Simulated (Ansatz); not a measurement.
# AlH6NOSi: the cost of one run

The runs use Ansatz 0.2.0, Gaussian basis; the settings change from run to run.

## Step 1: The geometry

The geometry comes from an earlier relaxation with PBE0-D4 in a triple-zeta def2 set; it is a stationary point, not always the lowest conformer.

SMILES `N[SiH2][AlH][OH]`, 10 atoms, charge 0, spin multiplicity 1.

Atoms are counted from 1 here; the program's logs count them from 0.

Bond lengths: N1–Si2 1.738 Å, N1–H5 1.008 Å, N1–H6 1.008 Å, Si2–Al3 2.475 Å, Si2–H7 1.494 Å, Si2–H8 1.494 Å, Al3–O4 1.704 Å, Al3–H9 1.587 Å, O4–H10 0.956 Å. Angles: Si2–N1–H5 119.0°, Si2–N1–H6 119.2°, H5–N1–H6 110.4°, N1–Si2–Al3 116.7°, N1–Si2–H7 106.5°, N1–Si2–H8 106.9°, Al3–Si2–H7 109.7°, Al3–Si2–H8 109.7°, H7–Si2–H8 106.9°, Si2–Al3–O4 118.7°, Si2–Al3–H9 127.0°, O4–Al3–H9 114.2°, Al3–O4–H10 122.2°.

## Step 2: r2SCAN50/def2-TZVPP

Set apart from the defaults: multiplicity 3.

File in.yaml:

```yaml
crystal:
  periodic: [false, false, false]
  atoms:
    - {symbol: N, position_ang: [-1.541222, 0.821342, -0.642244]}
    - {symbol: Si, position_ang: [-0.863411, -0.691778, -0.120012]}
    - {symbol: Al, position_ang: [1.502724, -0.659106, 0.605098]}
    - {symbol: O, position_ang: [2.359441, 0.812813, 0.539091]}
    - {symbol: H, position_ang: [-1.246478, 1.210759, -1.523679]}
    - {symbol: H, position_ang: [-1.686948, 1.554097, 0.034027]}
    - {symbol: H, position_ang: [-1.027281, -1.645858, -1.257551]}
    - {symbol: H, position_ang: [-1.724907, -1.191676, 0.993219]}
    - {symbol: H, position_ang: [2.354196, -1.885224, 1.144283]}
    - {symbol: H, position_ang: [1.957087, 1.623331, 0.230768]}
basis:
  gaussian: {orbitals: def2-TZVPP}
magnetization: {spin_polarized: true, initial_magnetization: 2}
hamiltonian: {xc: {name: r2SCAN50}}
```

On the command line:

```bash
> ansatz run in.yaml --threads 2 --pin off --events-out ev --progress --plain --max-ram 4352MiB
```

**Question.** How long does this run take on 2 threads of Arm Neoverse V1, shared host, and how much memory does it need?

About 25 s, with a peak of 0.77 GiB.
